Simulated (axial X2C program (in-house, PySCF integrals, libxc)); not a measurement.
# CoNC⁺: bond lengths and stretches, held linear

The task here is to estimate one member of a computed series from the others.

Computed with an in-house X2C program for linear molecules on PySCF integrals. Level: all-electron X2C, two-component (2c) or spin-free, Co dyall-v3z, N dyall-av3z, C dyall-v3z.

All values are calculated.

2 further runs of the same task are left out: 2 set aside as unsound or not needed.

Set-up of the first run:

File task.json:

```json
{"zs": [27, 7, 6], "q": 1, "bas": ["dyall-v3z", "dyall-av3z", "dyall-v3z"], "r0": [1.77, 1.17], "symm": 0, "scan": ["PBE0", "HF", "PBE"], "levels": ["PBE0", "HF", "BHandHLYP"], "nst": 2}
```

Keys: zs atomic numbers; q charge; bas basis sets; r0 starting distance in Å; symm equal bonds; scan levels of the two-bond scan (MP2 follows by itself at each HF point); levels methods; nst determinants followed.

Launch:

```
$ python solin.py task.json out
```

Masses Co 58.933, N 14.003, C 12.000 u.

Among the steps run: Scan at PBE0, 2c; Scan at HF, 2c; Scan at PBE, 2c.

One table of the session follows, with a row left open; its other results are not shown here.

| level | r(Co–N) (Å) | r(N–C) (Å) | lower stretch (cm⁻¹) | upper stretch (cm⁻¹) |
| --- | --- | --- | --- | --- |
| PBE0, 2c | 1.762 | 1.192 | 595.0 | 2028.4 |
| HF, 2c | 1.824 | 1.164 | 603.0 | 2229.8 |
| PBE, 2c | 1.769 | 1.201 | 544.5 | 1858.3 |
| MP2, 2c | 1.786 | 1.196 | 593.3 | 2020.6 |
| PBE0, spin-free | 1.762 | 1.192 | 594.9 | 2027.6 |
| HF, spin-free | ? | ? | ? | ? |
| PBE, spin-free | 1.769 | 1.201 | 544.7 | 1856.4 |
| MP2, spin-free | 1.786 | 1.196 | 593.5 | 2020.2 |

Estimate the missing values for HF, spin-free.

**Answer.** r(Co–N) (Å): 1.824; r(N–C) (Å): 1.164; lower stretch (cm⁻¹): 603.1; upper stretch (cm⁻¹): 2229.6.

Scans not shown above were run alike.

Caveats from the session: The molecule was held linear; bending was not examined, so a bent shape may lie lower. Note: functional without a current term on a determinant with orbital currents, of the molecule or an atom.
